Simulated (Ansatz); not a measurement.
# CH3F3NTa: one species, many methods

One table from this session's results is given with a row withheld; the runs are named, their logs left out.

The runs use Ansatz 0.2.0, Gaussian basis; functionals in def2-TZVPP, the program's frozen cores in correlated methods.

Levels to be run: LDA (SPW92), PBE-D4, revPBE-D4, BLYP-D4, r2SCAN-D4, B97M-V, PBE0-D4, B3LYP-D4, r2SCANh-D4, r2SCAN0-D4, HSE06-D4, BHLYP-D4, CAM-B3LYP-D4, LC-ωPBE, ωB97X-V, ωB97M-V, B2PLYP, PBE-QIDH; CCSD(T)/def2-SVP; CCSD(T)/def2-TZVPP; MP2/def2-QZVPP; extrapolation to the limit; RPA on PBE.

## Structure used throughout

All runs share one geometry, relaxed beforehand with PBE0-D4 in a triple-zeta def2 set. Ta takes the def2 core potential; no spin-orbit term is included.

SMILES `C[N]=[Ta]([F])([F])[F]`, 9 atoms, charge 0, spin multiplicity 1.

Atoms are counted from 1 here; the program's logs count them from 0.

Bond lengths: C1–N2 1.419 Å, C1–H7 1.095 Å, C1–H8 1.095 Å, C1–H9 1.095 Å, N2–Ta3 1.752 Å, Ta3–F4 1.881 Å, Ta3–F5 1.881 Å, Ta3–F6 1.881 Å. Angles: N2–C1–H7 110.9°, N2–C1–H8 110.9°, N2–C1–H9 110.9°, H7–C1–H8 108.0°, H7–C1–H9 108.0°, H8–C1–H9 108.0°, C1–N2–Ta3 180.0°, N2–Ta3–F4 107.7°, N2–Ta3–F5 107.7°, N2–Ta3–F6 107.7°, F4–Ta3–F5 111.2°, F4–Ta3–F6 111.2°, F5–Ta3–F6 111.2°.

Set-up of the first run:

File in.yaml:

```yaml
crystal:
  periodic: [false, false, false]
  atoms:
    - {symbol: C, position_ang: [0.224283, -1.321171, 0.931738]}
    - {symbol: N, position_ang: [0.037903, -0.174100, 0.117669]}
    - {symbol: Ta, position_ang: [-0.193401, 1.242350, -0.887019]}
    - {symbol: F, position_ang: [-1.515887, 0.832081, -2.159531]}
    - {symbol: F, position_ang: [1.449275, 1.630795, -1.716059]}
    - {symbol: F, position_ang: [-0.740386, 2.653158, 0.229640]}
    - {symbol: H, position_ang: [1.257643, -1.677740, 0.872479]}
    - {symbol: H, position_ang: [-0.434231, -2.135990, 0.614069]}
    - {symbol: H, position_ang: [0.003100, -1.095584, 1.979915]}
basis:
  gaussian: {orbitals: def2-TZVPP}
hamiltonian: {xc: lda}
output: {orbitals: {seedname: orbitals}}
```

Steps of the session up to this table: LDA; PBE-D4 (GGA); revPBE-D4 (GGA); BLYP-D4 (GGA); r2SCAN-D4 (meta-GGA); B97M-V (meta-GGA); PBE0-D4 (hybrid); B3LYP-D4 (hybrid); r2SCANh-D4 (hybrid); r2SCAN0-D4 (hybrid); HSE06-D4 (hybrid); BHLYP-D4 (hybrid); CAM-B3LYP-D4 (range-separated); LC-ωPBE-D4 (range-separated; the results give it without D4); ωB97X-V (range-separated); ωB97M-V (range-separated); B2PLYP (double hybrid); PBE-QIDH (double hybrid).

One table of the session follows, with a row left open; its other results are not shown here.

It belongs to the step «Frontier levels by functional». 

```
  functional  HOMO (eV)  gap (eV)
 LDA (SPW92)      -6.67      4.66
      PBE-D4      -6.48      4.77
   revPBE-D4      -6.40      4.82
     BLYP-D4      -6.35      4.71
   r2SCAN-D4      -6.74      5.21
      B97M-V          ?         ?
     PBE0-D4      -7.84      7.01
    B3LYP-D4      -7.61      6.49
  r2SCANh-D4      -7.26      6.04
  r2SCAN0-D4      -8.03      7.31
    HSE06-D4      -7.44      6.23
    BHLYP-D4      -9.09      9.10
CAM-B3LYP-D4      -9.21      9.37
     LC-ωPBE     -10.51     11.92
     ωB97X-V     -10.17     11.38
     ωB97M-V     -10.09     10.85
```

Q: Estimate the row for B97M-V from the others.

The run gave: HOMO (eV): -6.77; gap (eV): 5.22. In the column «HOMO (eV)» it lies between r2SCANh-D4 (-7.26) and r2SCAN-D4 (-6.74).
